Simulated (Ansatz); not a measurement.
Run this with the Ansatz DFT code, driven from Python and show what comes out.

`run_freq.py`:
```python
"""Harmonic frequencies of C3H5NSi at its relaxed geometry."""

import itertools
import warnings

import ansatz as az
from ase import Atoms
from ase.data import atomic_numbers, covalent_radii
from ase.thermochemistry import IdealGasThermo
import numpy as np


def main() -> None:
    warnings.simplefilter("ignore", az.DeckWarning)

    atoms = Atoms(["Si", "C", "C", "C", "N", "H", "H", "H", "H", "H"], positions=[
        [-1.5384, -0.4924, 0.2387],
        [0.1501, -0.303, 0.7123],
        [1.0518, 0.242, -0.0488],
        [1.9639, 0.8599, -0.9935],
        [2.4328, 0.4682, 0.0594],
        [-2.4498, 0.2966, 1.1868],
        [-1.9647, -1.8716, 0.2049],
        [-1.747, 0.1475, -1.1333],
        [0.416, -0.6752, 1.731],
        [1.7684, 1.2769, -1.9546],
    ])
    geometry = az.Crystal.molecule_from_ase(atoms)

    base = (
        geometry.calculation()
        .basis(gaussian="def2-SVP")
        .functional("pbe0", dispersion="d3bj")
    )
    symbols = [site.symbol for site in geometry.cartesian_sites]
    start = np.array([site.position_ang for site in geometry.cartesian_sites], dtype=float)
    r = base.relax(force_tolerance=0.003).run().report
    end = np.array(r["positions_ang"])

    # pairs closer than 1.2 times the sum of covalent radii, before or after
    radius = [covalent_radii[atomic_numbers[s]] for s in symbols]
    span = lambda where, i, j: np.linalg.norm(where[i] - where[j])
    bonded = [(i, j) for i, j in itertools.combinations(range(len(symbols)), 2) if min(span(start, i, j), span(end, i, j)) < 1.2 * (radius[i] + radius[j])]
    print("pair        before    after (A)")
    for i, j in bonded:
        print(f"{symbols[i]}{i}-{symbols[j]}{j}".ljust(10), f"{span(start, i, j):8.4f} {span(end, i, j):8.4f}")

    # frequencies need a stationary point, so they are taken at the relaxed geometry
    minimum = az.Crystal.molecule()
    for symbol, place in zip(symbols, end):
        minimum = minimum.atom(symbol, place.tolist())
    vibrating = (
        minimum.calculation()
        .basis(gaussian="def2-SVP")
        .functional("pbe0", dispersion="d3bj")
        .phonons(temperatures=(100, 500, 100))
    )
    vib = vibrating.run().report["vibrations"]
    sums = vib["harmonic_sums"]
    modes = [m["omega_inv_cm"] for m in sums["modes_at_gamma"] if m["rigid_motion"] == "no"]
    for number, w in enumerate(modes, start=1):
        print(f"mode {number:2d} {w:9.1f} 1/cm {w / 8065.544 * 1000:8.2f} meV")
    print("imaginary modes:", sum(w < 0 for w in modes), " zero-point energy:", round(sums["zero_point_energy_ev"], 4), "eV")
    # rigid rotor and ideal gas, symmetry number taken as one
    gas = IdealGasThermo(vib_energies=[w / 8065.544 for w in modes if w > 0], geometry="linear" if len(modes) == 3 * len(symbols) - 5 else "nonlinear",
                         atoms=Atoms(symbols, positions=end), symmetrynumber=1, spin=0.0)
    print(f"H(298 K) - E = {gas.get_enthalpy(298.15, verbose=False):.4f} eV")
    print(f"S(298 K, 1 bar) = {96485.33 * gas.get_entropy(298.15, 1e5, verbose=False):.1f} J/(mol K) with symmetry number 1")


if __name__ == "__main__":
    main()
```

```console
$ python run_freq.py
pair        before    after (A)
Si0-C1       1.7639   1.8558
Si0-H5       1.5336   1.4971
Si0-H6       1.4440   1.4971
Si0-H7       1.5282   1.4965
C1-C2        1.2998   1.3305
C1-H8        1.1167   1.0959
C2-C3        1.4513   1.3934
C2-N4        1.4036   1.4346
C3-N4        1.2173   1.2800
C3-H9        1.0657   1.0933
mode  1     107.7 1/cm    13.35 meV
mode  2     143.4 1/cm    17.78 meV
mode  3     202.3 1/cm    25.08 meV
mode  4     410.9 1/cm    50.95 meV
mode  5     459.1 1/cm    56.92 meV
mode  6     593.1 1/cm    73.54 meV
mode  7     655.1 1/cm    81.22 meV
mode  8     785.3 1/cm    97.36 meV
mode  9     808.5 1/cm   100.24 meV
mode 10     869.0 1/cm   107.74 meV
mode 11     887.6 1/cm   110.04 meV
mode 12     925.0 1/cm   114.68 meV
mode 13     935.0 1/cm   115.92 meV
mode 14     955.6 1/cm   118.48 meV
mode 15     964.1 1/cm   119.54 meV
mode 16    1136.9 1/cm   140.96 meV
mode 17    1294.6 1/cm   160.52 meV
mode 18    1643.8 1/cm   203.80 meV
mode 19    1921.5 1/cm   238.23 meV
mode 20    2214.7 1/cm   274.59 meV
mode 21    2221.0 1/cm   275.37 meV
mode 22    2224.3 1/cm   275.78 meV
mode 23    3183.0 1/cm   394.65 meV
mode 24    3246.3 1/cm   402.49 meV
imaginary modes: 0  zero-point energy: 1.7846 eV
H(298 K) - E = 1.9766 eV
S(298 K, 1 bar) = 323.3 J/(mol K) with symmetry number 1
```

What to keep in mind:
- The frequencies are harmonic and unscaled, in a modest basis.
- The entropy takes a symmetry number of 1; a symmetric molecule's is lower by R ln(sigma).
- It ran for 3.9 min on 1 thread of Arm Neoverse V1, on a shared host, peak memory 0.33 GiB.
